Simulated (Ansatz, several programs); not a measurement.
Ba₂TeS, ordered on the rocksalt lattice (R-3m) with 4 atoms a cell, relaxed with r2SCAN in Ansatz (plane waves, PAW): the symmetry is R-3m (No. 166, trigonal); a = 4.751 Å, c = 23.468 Å in the conventional setting, 38.23 Å³ an atom. Around S lie 6 Ba at 3.27 Å; around Te lie 6 Ba at 3.47 Å; around Ba lie 3 S at 3.27 Å and 3 Te at 3.47 Å. The cell was then scaled with its shape and fractional coordinates held, which makes it stiffer than a relaxed compression. Computed, not measured; no magnetism was allowed, and whether the structure is a known phase isn't checked.

| V (Å³/atom) | E (meV/atom) |
| --- | --- |
| 35.938 | 17.77 |
| 38.232 | 0.00 |
| 39.379 | 3.67 |
| 40.526 | 14.08 |

Task: Pass a cubic E = c₀ + c₁u + c₂u² + c₃u³, with u = V − 38.519 Å³, through these points.

Result: c₀ = 0.22, c₁ = +1.610, c₂ = 2.910, c₃ = -0.1350 (meV and Å³).

Task: Where is the minimum, and what bulk modulus follows?

Result: dE/du = 0 at u = -0.271, so V₀ = 38.25 Å³. B = V₀ d²E/dV² = 38.25 × (2c₂ + 6c₃u) = 38.25 × 6.040 = 231 meV/Å³, and 1 meV/Å³ is 0.16022 GPa: 37 GPa. A third-order Birch-Murnaghan fit to all five points gives 38.24 Å³ and 37 GPa.

Task: Predict the energy and the pressure at the withheld volume, 37.085 Å³.

Result: With u = -1.434: E ≈ 4.29 meV and P = −dE/dV ≈ +1.21 GPa. The run gives 4.23 meV and, from its stress, +1.21 GPa.
